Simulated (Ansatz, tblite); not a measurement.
# (Br2In-mu-SH)3 (Br₆H₃In₃S₃): one state, many levels

An exercise on one series of results from a longer session: the logs are not shown, and one member is left open.

Program: Ansatz 0.2.0, Gaussian basis. Level of theory: as each input shows. These are calculated values, not measurements.

Levels to be run: GFN1-xTB, GFN2-xTB, PBE-D4/def2-TZVP, r2SCAN-D4/def2-TZVP, CAM-B3LYP-D4/def2-TZVP, BHLYP-D4/def2-TZVP, B3LYP-D4/def2-TZVP, PBE-D4/def2-SVP, PBE0-D4/def2-SVP, MP2/def2-TZVP, RPA/def2-TZVP.

2 further runs of the same task are left out: 1 that didn't finish, 1 set aside as unsound or not needed. Runs told in other sessions of the task aren't counted.

### The structure

The singlet was relaxed beforehand with PBE-D4/def2-SVP.

15 atoms, charge 0, spin multiplicity 1.

Bond lengths: In1–Br2 2.493 Å, In1–Br3 2.512 Å, In1–S4 2.584 Å, In1–S12 2.584 Å, S4–In5 2.609 Å, S4–H13 1.366 Å, In5–Br6 2.504 Å, In5–Br7 2.502 Å, In5–S8 2.589 Å, S8–In9 2.586 Å, S8–H14 1.372 Å, In9–Br10 2.504 Å, In9–Br11 2.502 Å, In9–S12 2.610 Å, S12–H15 1.366 Å. Angles: Br2–In1–Br3 121.4°, Br2–In1–S4 111.2°, Br2–In1–S12 110.3°, Br3–In1–S4 107.8°, Br3–In1–S12 109.5°, S4–In1–S12 92.8°, In1–S4–In5 102.1°, In1–S4–H13 94.1°, In5–S4–H13 90.3°, S4–In5–Br6 105.9°, S4–In5–Br7 101.9°, S4–In5–S8 114.6°, Br6–In5–Br7 123.9°, Br6–In5–S8 102.7°, Br7–In5–S8 108.4°, In5–S8–In9 111.9°, In5–S8–H14 90.4°, In9–S8–H14 90.4° and more.

In takes a core potential in the def2 sets. No spin-orbit coupling is included.

PBE0-D4/def2-TZVP was run before; its log isn't repeated, and its numbers join the tables.

The first run:

Tight binding, by tblite at 300 K electronic temperature and without a spin-polarisation term:

```python
tblite.interface.Calculator('GFN1-xTB', numbers, positions, charge=0, uhf=0).singlepoint()
```

Tight binding, by tblite at 300 K electronic temperature and without a spin-polarisation term:

```python
tblite.interface.Calculator('GFN2-xTB', numbers, positions, charge=0, uhf=0).singlepoint()
```

start.molden holds the orbitals of an earlier run on this state, given as this run's starting guess.

Contents of in.yaml:

```yaml
crystal:
  periodic: [false, false, false]
  atoms:
    - {symbol: In, position_ang: [2.193888, -0.621505, -0.275327]}
    - {symbol: Br, position_ang: [4.379224, -1.720165, -0.754903]}
    - {symbol: Br, position_ang: [2.063516, 1.513588, 1.041600]}
    - {symbol: S, position_ang: [0.812728, -0.302150, -2.435213]}
    - {symbol: In, position_ang: [-0.986063, 1.430819, -1.681360]}
    - {symbol: Br, position_ang: [-3.172577, 0.566398, -2.543500]}
    - {symbol: Br, position_ang: [0.042599, 3.592726, -2.408791]}
    - {symbol: S, position_ang: [-1.381493, 1.533781, 0.875221]}
    - {symbol: In, position_ang: [-1.141114, -0.791498, 1.981710]}
    - {symbol: Br, position_ang: [-3.413557, -1.798576, 1.680605]}
    - {symbol: Br, position_ang: [-0.035982, -0.555179, 4.213792]}
    - {symbol: S, position_ang: [0.519972, -2.336669, 0.691812]}
    - {symbol: H, position_ang: [1.600237, 0.709798, -2.906730]}
    - {symbol: H, position_ang: [-2.723134, 1.317209, 0.687074]}
    - {symbol: H, position_ang: [1.241757, -2.538587, 1.834009]}
basis:
  gaussian: {orbitals: def2-TZVP, fitting: {mean_field: def2-universal-jkfit}, initial_orbitals: start.molden}
hamiltonian: {xc: pbe, dispersion: d4}
scf: {omitted_lower_state_checks: [starts]}
output: {forces: true, orbitals: {seedname: orbitals}}
```

The run is started by

```sh
$ ansatz run in.yaml --threads 2 --pin off --events-out ev --progress --plain --max-ram 32768MiB --backend cuda --devices 0, --max-vram 18GiB
```

Steps of the session up to this table: PBE-D4/def2-TZVP; r2SCAN-D4/def2-TZVP; CAM-B3LYP-D4/def2-TZVP; BHLYP-D4/def2-TZVP; B3LYP-D4/def2-TZVP; PBE-D4/def2-SVP; PBE0-D4/def2-SVP; MP2/def2-TZVP; RPA/def2-TZVP.

One table of the session follows, with a row left open; its other results are not shown here.

It belongs to the step «Binding energy». 

```
                 level  binding an atom (eV)
          HF/def2-TZVP                 1.871
       PBE-D4/def2-SVP                 2.728
      PBE-D4/def2-TZVP                 2.724
   r2SCAN-D4/def2-TZVP                 2.735
    B3LYP-D4/def2-TZVP                 2.616
      PBE0-D4/def2-SVP                     ?
     PBE0-D4/def2-TZVP                 2.698
    BHLYP-D4/def2-TZVP                 2.591
CAM-B3LYP-D4/def2-TZVP                 2.613
         MP2/def2-TZVP                 2.682
```

Q: Estimate the row for PBE0-D4/def2-SVP from the others.

The run gave: binding an atom (eV): 2.691. In the column «binding an atom (eV)» it lies between MP2/def2-TZVP (2.682) and PBE0-D4/def2-TZVP (2.698).

Limits of these values: Free atoms were run apart at each level; binding is atoms less cluster, divided by the number of atoms, without zero-point or spin-orbit terms.
